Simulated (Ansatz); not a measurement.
# CH₈OSSi₂: up Jacob's ladder to CCSD(T)

The task here is to estimate one member of a computed series from the others.

Program: Ansatz 0.2.0, Gaussian basis. Level of theory: functionals in def2-TZVPP, the program's frozen cores in correlated methods. These are calculated values, not measurements.

Plan: LDA (SPW92), PBE-D4, revPBE-D4, BLYP-D4, r2SCAN-D4, B97M-V, PBE0-D4, B3LYP-D4, r2SCANh-D4, r2SCAN0-D4, HSE06-D4, BHLYP-D4, CAM-B3LYP-D4, LC-ωPBE, ωB97X-V, ωB97M-V, B2PLYP, PBE-QIDH; CCSD(T)/def2-SVP; CCSD(T)/def2-TZVPP; MP2/def2-QZVPP; extrapolation to the limit; RPA on PBE.

### The geometry

An earlier PBE0-D4 in a triple-zeta def2 set relaxation fixed the geometry.

13 atoms, charge 0, spin multiplicity 1.

Atoms are counted from 1 here; the program's logs count them from 0.

Bond lengths: C1–O2 1.410 Å, C1–H6 1.095 Å, C1–H7 1.096 Å, C1–H8 1.091 Å, O2–Si3 1.633 Å, Si3–S4 2.139 Å, Si3–H9 1.490 Å, Si3–H10 1.476 Å, S4–Si5 2.136 Å, Si5–H11 1.483 Å, Si5–H12 1.486 Å, Si5–H13 1.484 Å. Angles: O2–C1–H6 111.1°, O2–C1–H7 111.4°, O2–C1–H8 108.1°, H6–C1–H7 108.7°, H6–C1–H8 108.8°, H7–C1–H8 108.7°, C1–O2–Si3 124.0°, O2–Si3–S4 112.6°, O2–Si3–H9 110.6°, O2–Si3–H10 105.7°, S4–Si3–H9 107.1°, S4–Si3–H10 108.6°, H9–Si3–H10 112.3°, Si3–S4–Si5 97.7°, S4–Si5–H11 106.3°, S4–Si5–H12 111.0°, S4–Si5–H13 111.4°, H11–Si5–H12 109.6° and more.

As a file:

```
C    -1.8210    0.9436    0.3936
O    -0.6796    1.7702    0.3369
Si    0.8472    1.2083    0.1965
S     1.1334    0.0362   -1.5693
Si    1.0299   -1.8917   -0.6546
H    -1.9378    0.3693   -0.5310
H    -1.7681    0.2460    1.2373
H    -2.6952    1.5826    0.5235
H     1.1961    0.3426    1.3574
H     1.7078    2.4051    0.1121
H     1.0125   -2.8768   -1.7633
H    -0.2077   -2.0313    0.1558
H     2.2031   -2.1388    0.2198
```

Set-up of the first run:

Input file in.yaml:

```yaml
crystal:
  periodic: [false, false, false]
  atoms:
    - {symbol: C, position_ang: [-1.821010, 0.943579, 0.393624]}
    - {symbol: O, position_ang: [-0.679570, 1.770191, 0.336906]}
    - {symbol: Si, position_ang: [0.847225, 1.208335, 0.196465]}
    - {symbol: S, position_ang: [1.133396, 0.036221, -1.569342]}
    - {symbol: Si, position_ang: [1.029928, -1.891668, -0.654596]}
    - {symbol: H, position_ang: [-1.937819, 0.369267, -0.530971]}
    - {symbol: H, position_ang: [-1.768129, 0.246026, 1.237251]}
    - {symbol: H, position_ang: [-2.695214, 1.582645, 0.523468]}
    - {symbol: H, position_ang: [1.196110, 0.342584, 1.357445]}
    - {symbol: H, position_ang: [1.707789, 2.405076, 0.112105]}
    - {symbol: H, position_ang: [1.012516, -2.876802, -1.763318]}
    - {symbol: H, position_ang: [-0.207729, -2.031290, 0.155809]}
    - {symbol: H, position_ang: [2.203110, -2.138764, 0.219755]}
basis:
  gaussian: {orbitals: def2-TZVPP}
hamiltonian: {xc: lda}
output: {orbitals: {seedname: orbitals}}
```

Steps of the session up to this table: LDA; PBE-D4 (GGA); revPBE-D4 (GGA); BLYP-D4 (GGA); r2SCAN-D4 (meta-GGA); B97M-V (meta-GGA); PBE0-D4 (hybrid); B3LYP-D4 (hybrid); r2SCANh-D4 (hybrid); r2SCAN0-D4 (hybrid); HSE06-D4 (hybrid); BHLYP-D4 (hybrid); CAM-B3LYP-D4 (range-separated); LC-ωPBE-D4 (range-separated; the results give it without D4); ωB97X-V (range-separated); ωB97M-V (range-separated); B2PLYP (double hybrid); PBE-QIDH (double hybrid).

One table of the session follows, with a row left open; its other results are not shown here.

It belongs to the step «Frontier levels by functional». 

| functional | HOMO (eV) | gap (eV) |
| --- | --- | --- |
| LDA (SPW92) | -6.54 | 5.34 |
| PBE-D4 | -6.44 | 5.51 |
| revPBE-D4 | -6.39 | 5.57 |
| BLYP-D4 | ? | ? |
| r2SCAN-D4 | -6.73 | 6.16 |
| B97M-V | -6.89 | 6.15 |
| PBE0-D4 | -7.64 | 7.57 |
| B3LYP-D4 | -7.38 | 7.13 |
| r2SCANh-D4 | -7.17 | 6.89 |
| r2SCAN0-D4 | -7.83 | 7.98 |
| HSE06-D4 | -7.24 | 6.80 |
| BHLYP-D4 | -8.69 | 9.54 |
| CAM-B3LYP-D4 | -8.92 | 9.88 |
| LC-ωPBE | -10.31 | 12.41 |
| ωB97X-V | -9.97 | 11.95 |
| ωB97M-V | -9.81 | 11.48 |

**Question.** Estimate the row for BLYP-D4.

Worked estimate for «HOMO (eV)». Against the share of exact exchange, B3LYP-D4 (0.2, -7.38), BHLYP-D4 (0.5, -8.69) give a slope of -4.37 per unit share; at 0 the line stands at -6.51.

The run gave: HOMO (eV): -6.26; gap (eV): 5.49. In «HOMO (eV)» the line misses by -0.25.
